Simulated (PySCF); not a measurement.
# Ge2H2ClOF (SMILES [F][GeH]1[O][GeH]1[Cl]): levels of theory compared

Wanted: a comparison of 6 runs (HF/3-21G, HF/def2-SVPD, r2SCAN/3-21G, PBE/6-31G, PBE0/def2-SVP, TPSSh/aug-cc-pVDZ) of Ge2H2ClOF. The job is set up through a Python script.

The calculation is run with PySCF 2.14.0.

### 1 The molecule

The species is Ge2H2ClOF (7 atoms), meant as a singlet with charge 0. SMILES: `[F][GeH]1[O][GeH]1[Cl]`. The shape is that of a PBE0-D4/def2-TZVP optimisation.

Bond lengths: F1–Ge2 1.730 Å, Ge2–O3 1.813 Å, Ge2–Ge4 2.314 Å, O3–Ge4 1.824 Å, Ge4–Cl5 2.135 Å, Ge2–H6 1.532 Å, Ge4–H7 1.532 Å. Some angles: F1–Ge2–O3 111.0°, F1–Ge2–Ge4 118.5°, O3–Ge2–Ge4 50.7°, Ge2–O3–Ge4 79.0°, Ge2–Ge4–O3 50.3°, Ge2–Ge4–Cl5 120.4°, O3–Ge4–Cl5 112.6°, F1–Ge2–H6 105.9°, O3–Ge2–H6 116.2°, Ge4–Ge2–H6 135.5°.

### 2 Energy and forces at HF/3-21G (run 1)

The input, mol.xyz:

```xyz
7

F     -2.314000    -0.078500     0.729400
Ge    -0.614000     0.047600     1.021500
O      0.299700    -1.220400     0.102800
Ge     0.803600     0.286900    -0.792300
Cl     0.015300     0.365600    -2.774700
H     -0.447500     0.032000     2.543900
H      2.318300     0.498900    -0.876300
```

The input, calc.py:

```python
from pyscf import gto

molecule = gto.M(
    atom='mol.xyz',
    verbose=4,
    basis='3-21g',
    max_memory=1860,
    spin=0,
)

mf = molecule.RHF()
mf.conv_tol = 1e-10
mf.kernel()
if not mf.converged:
    mf = mf.newton().run(mf.mo_coeff, mf.mo_occ)

etot = mf.e_tot
print('Final energy', etot)
grad = mf.nuc_grad_method().kernel()
mf.analyze()
```

Run with:

```console
$ OMP_NUM_THREADS=1 python calc.py
```

Standard output:

```text
PySCF version 2.14.0

[... 92 lines left out ...]
MO #4   energy= -52.0230937983606  occ= 2
[... 14 lines left out ...]
MO #19  energy= -7.24069693736695  occ= 2
[... 14 lines left out ...]
MO #34  energy= -1.63971005677397  occ= 2
[... 14 lines left out ...]
MO #49  energy= -0.464496297023323 occ= 2
[... 14 lines left out ...]
MO #64  energy= 0.534805666546336  occ= 0
[... 14 lines left out ...]
MO #79  energy= 3.70852544444646   occ= 0
[... 89 lines left out ...]
Dipole moment(X, Y, Z, Debye):  2.75644,  3.13292,  3.31500
```

It took 6.3 s on 1 thread of Intel Xeon at 2.70GHz, shared host; peak memory 0.16 GiB.

### 3 Energy and gradient at HF/def2-SVPD (run 2)

The input, geometry.xyz:

```xyz
7

F     -2.314000    -0.078500     0.729400
Ge    -0.614000     0.047600     1.021500
O      0.299700    -1.220400     0.102800
Ge     0.803600     0.286900    -0.792300
Cl     0.015300     0.365600    -2.774700
H     -0.447500     0.032000     2.543900
H      2.318300     0.498900    -0.876300
```

The input, run.py:

```python
# [F][GeH]1[O][GeH]1[Cl]
from pyscf import gto

mol = gto.M(
    atom='geometry.xyz',
    spin=0,
    max_memory=1860,
    verbose=4,
    basis='def2-svpd',
)

mf = mol.RHF()
mf.conv_tol = 1e-10
mf.kernel()
if not mf.converged:
    mf = mf.newton().run(mf.mo_coeff, mf.mo_occ)

energy = mf.e_tot
print('Final energy', energy)
grad = mf.nuc_grad_method().kernel()
mf.analyze()
```

Run with:

```console
$ OMP_NUM_THREADS=1 python run.py
```

Standard output:

```text
PySCF version 2.14.0

[... 105 lines left out ...]
MO #15  energy= -8.05047352898362  occ= 2
[... 29 lines left out ...]
MO #45  energy= -0.552613552246196 occ= 2
[... 29 lines left out ...]
MO #75  energy= 0.315189999627719  occ= 0
[... 29 lines left out ...]
MO #105 energy= 0.793588980354011  occ= 0
[... 29 lines left out ...]
MO #135 energy= 1.83286591803351   occ= 0
[... 29 lines left out ...]
MO #165 energy= 3.92905550271708   occ= 0
[... 175 lines left out ...]
Dipole moment(X, Y, Z, Debye):  2.63536,  2.55926,  2.03164
```

It took 73 s on 1 thread of Intel Xeon at 2.70GHz, shared host; peak memory 0.82 GiB.

### 4 Energy and gradient at r2SCAN/3-21G (run 3)

The input, input.py:

```python
import pyscf.grad
from pyscf import gto, dft

mol = gto.Mole()
mol.atom = '''
F     -4.372826    -0.148344     1.378366
Ge    -1.160292     0.089951     1.930355
O      0.566351    -2.306222     0.194264
Ge     1.518584     0.542162    -1.497230
Cl     0.028913     0.690884    -5.243423
H     -0.845652     0.060471     4.807274
H      4.380952     0.942784    -1.655967
'''
mol.verbose = 4
mol.basis = '3-21g'
mol.charge = 0
mol.max_memory = 1860
mol.unit = 'bohr'
mol.spin = 0
mol.build()

mf = dft.RKS(mol, xc='r2scan')
mf.grids.level = 5
mf.conv_tol = 1e-10
mf.kernel()
if not mf.converged:
    mf = mf.newton().run(mf.mo_coeff, mf.mo_occ)

energy = mf.e_tot
print('Final energy', energy)
grad = mf.Gradients().kernel()
mf.analyze()
```

Run with:

```console
$ OMP_NUM_THREADS=1 python input.py
```

Standard output:

```text
PySCF version 2.14.0

[... 112 lines left out ...]
MO #4   energy= -49.4020974998957  occ= 2
[... 14 lines left out ...]
MO #19  energy= -6.1673338886351   occ= 2
[... 14 lines left out ...]
MO #34  energy= -1.068998593082    occ= 2
[... 14 lines left out ...]
MO #49  energy= -0.280491637296623 occ= 2
[... 14 lines left out ...]
MO #64  energy= 0.37177372464709   occ= 0
[... 14 lines left out ...]
MO #79  energy= 3.26875608037474   occ= 0
[... 89 lines left out ...]
Dipole moment(X, Y, Z, Debye):  2.09961,  2.04452,  2.85076
```

Run time: 57 s. Hardware: 1 thread of Intel Xeon at 2.70GHz, shared host; peak memory 0.78 GiB.

Runs 4 to 5 aren't shown in full; the table further down has their settings and results.

### 5 Energy and gradient at TPSSh/aug-cc-pVDZ (run 6)

The input, input.py:

```python
from pyscf import gto, dft

mol = gto.M(
    atom=[
    ('F', (-2.314000, -0.078500, 0.729400)),
    ('Ge', (-0.614000, 0.047600, 1.021500)),
    ('O', (0.299700, -1.220400, 0.102800)),
    ('Ge', (0.803600, 0.286900, -0.792300)),
    ('Cl', (0.015300, 0.365600, -2.774700)),
    ('H', (-0.447500, 0.032000, 2.543900)),
    ('H', (2.318300, 0.498900, -0.876300)),
],
    basis='aug-cc-pvdz',
    max_memory=1860,
    verbose=4,
    spin=0,
)

myscf = dft.RKS(mol, xc='tpssh')
myscf.grids.level = 5
myscf.conv_tol = 1e-10
myscf.kernel()
if not myscf.converged:
    myscf = myscf.newton().run(myscf.mo_coeff, myscf.mo_occ)

etot = myscf.e_tot
print('Final energy', etot)
grad = myscf.nuc_grad_method().kernel()
dip = myscf.dip_moment()
pop, q = myscf.mulliken_pop()
```

Run with:

```console
$ OMP_NUM_THREADS=1 python input.py
```

Standard output:

```text
PySCF version 2.14.0

[... 80 lines left out ...]
converged SCF energy = -4790.47181066973
Final energy -4790.4718106697255
[... 14 lines left out ...]
Dipole moment(X, Y, Z, Debye):  2.24115,  1.87646,  1.77048
[... 171 lines left out ...]
charge of    6H =      0.12344
```

Run time: 3.2 min. Hardware: 1 thread of Intel Xeon at 2.70GHz, shared host; peak memory 2 GiB.

### 6 Overview of the runs

```tsv
run	level	integration grid	energy (Eh)	dipole moment (D)	HOMO energy (eV)	LUMO energy (eV)	wall time
1	HF/3-21G	–	-4762.573107	5.33	-10.13	0.79	6.3 s
2	HF/def2-SVPD	–	-4784.970227	4.20	-10.24	1.02	73 s
3	r2SCAN/3-21G	5	-4766.958049	4.09	-6.48	-2.75	57 s
4	PBE/6-31G	5	-4788.754092	4.32	-6.46	-3.17	62 s
5	PBE0/def2-SVP	5	-4788.892339	3.50	-7.42	-2.02	79 s
6	TPSSh/aug-cc-pVDZ	5	-4790.471811	3.42	-6.97	-2.61	3.2 min
```

### 7 Outcome

```
                       quantity           value
            run 6: total energy  -4790.47181 Eh
           run 6: dipole moment          3.42 D
             run 6: HOMO energy        -6.97 eV
             run 6: LUMO energy        -2.61 eV
           run 6: HOMO–LUMO gap         4.36 eV
run 6: largest force on an atom      1.072 eV/Å
```

In words: The dipole moment (its size) runs from 3.42 D (TPSSh/aug-cc-pVDZ) to 5.33 D (HF/3-21G). The two ends differ in method and basis. The HOMO–LUMO gap runs from 3.29 eV (PBE/6-31G) to 11.26 eV (HF/def2-SVPD). Totals of different functionals can't be ranked against each other. All runs together took 7.8 min, the longest 3.2 min.
